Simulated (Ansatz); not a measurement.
Run this with the Python package of Ansatz (0.2.0) and show what comes out.

Script `vcrelax_si.py`:
```python
'''Variable-cell relaxation of Si.'''

import warnings

import ansatz as az
from ase import Atoms
from ase.io import write
from ase.neighborlist import neighbor_list
import numpy as np

SMEARING = 'Fermi-Dirac'
WIDTH_EV = 0.3
ECUT = 750
FUNCTIONAL = 'mr2scan'

def edges_and_angles(cell):
    cell = np.asarray(cell)
    a, b, c = np.linalg.norm(cell, axis=1)
    cosines = cell[1] @ cell[2] / (b * c), cell[0] @ cell[2] / (a * c), cell[0] @ cell[1] / (a * b)
    return (a, b, c, *np.degrees(np.arccos(cosines)))


def main() -> None:
    warnings.simplefilter('ignore', az.DeckWarning)

    atoms = Atoms(
        ['Si'],
        scaled_positions=[
            (0.0, 0.0, 0.0),
        ],
        cell=[
            (2.527, 0.0, 0.0),
            (-1.2635, 2.18845, 0.0),
            (0.0, 0.0, 2.373),
        ],
        pbc=True,
    )
    system = az.Crystal.from_ase(atoms)

    # shape and ions at fixed volume
    setup = (
        system.calculation()
        .occupations(SMEARING, width=WIDTH_EV)
        .scf(lower_state_search='light')
        .basis(ECUT)
        .functional(FUNCTIONAL)
        .kpoints(6)
        .pseudopotentials('paw')
        .relax(fix_cell=['volume'])
    )
    steps = []


    def collect(event):
        if event['event'] == 'relax_step':
            steps.append(event['data'])


    done = setup.session().plan().execute(on_event=collect)
    r = done.report
    print('step   energy (eV)     max comp. (eV/A)   P (GPa)  SCF')
    for s in steps:
        print(f'{s["step"]:4d} {s["lagrangian_ev"]:15.5f} {s["allowed_force_max_ev_ang"]:12.4f} {s["pressure_gpa"]:10.3f} {s["n_scf"]:5d}')

    first, last = steps[0], steps[-1]
    symbols = [site.symbol for site in done.lattice.sites]
    print(f'energy gained {first["lagrangian_ev"] - last["lagrangian_ev"]:.4f} eV in {len(steps) - 1} steps')
    for label, vectors in (('before', first['cell_ang']), ('after', done.lattice.cell_ang)):
        print(label, 'a b c (A) {:.4f} {:.4f} {:.4f}  angles {:.2f} {:.2f} {:.2f}'.format(*edges_and_angles(vectors)), f' V = {abs(np.linalg.det(vectors)):.3f} A^3')
    print('final stress xx yy zz (GPa, compression positive):', np.round(np.diag(r['stress_gpa']), 3) + 0.0)

    change = np.array(last['positions_ang']) @ np.linalg.inv(last['cell_ang']) - np.array(first['positions_ang']) @ np.linalg.inv(first['cell_ang'])
    moved = np.linalg.norm(change @ np.array(last['cell_ang']), axis=1)
    print('displacement within the cell, strain taken out (A):', ' '.join(f'{s}:{d:.3f}' for s, d in zip(symbols, moved)))

    relaxed = Atoms(symbols, positions=[site.position_ang for site in done.lattice.sites], cell=done.lattice.cell_ang, pbc=True)
    write('relaxed.cif', relaxed, format='cif')

    print('relaxed fractional positions')
    for site in done.lattice.sites:
        print(f'  {site.symbol:2s}', ' '.join(f'{v % 1:8.5f}' for v in np.round(site.position_frac, 5)))

    final = Atoms(symbols, positions=last['positions_ang'], cell=done.lattice.cell_ang, pbc=True)
    i, j, d = neighbor_list('ijd', final, 4.5)
    print('neighbours within 1.2 times the shortest distance of each atom (A)')
    for atom in range(len(final)):
        near = [m for m in np.argsort(d) if i[m] == atom]
        shell = [m for m in near if d[m] < 1.2 * d[near[0]]]
        print(f'{symbols[atom]}{atom} ({len(shell)}):', ', '.join(f'{symbols[j[m]]} {d[m]:.3f}' for m in shell))

    print('%-22s %14.5f eV' % ('F = E - TS', r['free_energy_ev']))
    print('%-22s %14.5f eV' % ('E', r['internal_energy_ev']))
    print('%-22s %14.5f eV' % ('Harris-Foulkes', r['harris_foulkes_ev']))
    print('%-22s %14.5f eV' % ('Fermi level', r['fermi_energy_ev']))


if __name__ == '__main__':
    main()
```

`python vcrelax_si.py` gives:
```text
step   energy (eV)     max comp. (eV/A)   P (GPa)  SCF
   1      -638.57017       0.0000     19.612     6
   2      -638.57027       0.0000     19.596     3
   3      -638.57030       0.0000     19.585     3
   4      -638.57030       0.0000     19.585     3
energy gained 0.0001 eV in 3 steps
before a b c (A) 2.5270 2.5270 2.3730  angles 90.00 90.00 120.00  V = 13.123 A^3
after a b c (A) 2.5241 2.5241 2.3784  angles 90.00 90.00 120.00  V = 13.123 A^3
final stress xx yy zz (GPa, compression positive): [19.579 19.579 19.596]
displacement within the cell, strain taken out (A): Si:0.000
relaxed fractional positions
  Si  0.00000  0.00000  0.00000
neighbours within 1.2 times the shortest distance of each atom (A)
Si0 (8): Si 2.378, Si 2.378, Si 2.524, Si 2.524, Si 2.524, Si 2.524, Si 2.524, Si 2.524
F = E - TS                 -638.57030 eV
E                          -638.44585 eV
Harris-Foulkes             -638.57030 eV
Fermi level                  12.36859 eV
```

`relaxed.cif`, as written:
```cif
data_image0
_chemical_formula_structural       Si
_chemical_formula_sum              "Si1"
_cell_length_a       2.5241456364732273
_cell_length_b       2.5241456364732273
_cell_length_c       2.378374058266622
_cell_angle_alpha    90.0
_cell_angle_beta     90.0
_cell_angle_gamma    120.00000000000001

_space_group_name_H-M_alt    "P 1"
_space_group_IT_number       1

loop_
  _space_group_symop_operation_xyz
  'x, y, z'

loop_
  _atom_site_type_symbol
  _atom_site_label
  _atom_site_symmetry_multiplicity
  _atom_site_fract_x
  _atom_site_fract_y
  _atom_site_fract_z
  _atom_site_occupancy
  Si  Si1       1.0  0.0  0.0  0.0  1.0000
```

Notes:
- The settings weren't tested for convergence.
- Part of the cell is held or a pressure is applied, so the end point needn't be the zero-pressure lattice.
- For a metal this k-point mesh is coarse: on a finer one energies can move by several to tens of meV an atom and pressures by half a GPa or more, differences at one mesh by less.
- Only differences from the Fermi energy are physical; the zero of the scale is a convention.
- Energies along a relaxation are free energies. Rows at an unchanged volume are solved on a plane-wave basis chosen afresh for that cell, so the energy jumps there and such rows are no steps of the walk.
- The smearing is wide enough that free energy and stress hold a thermal part of the electrons.
- This isn't the structure that Si takes at ambient conditions.
- By the engine's processor time: 3.6 s on 1 thread of Intel(R) Xeon(R) Processor @ 2.30GHz (shared host), peak memory 0.57 GiB.
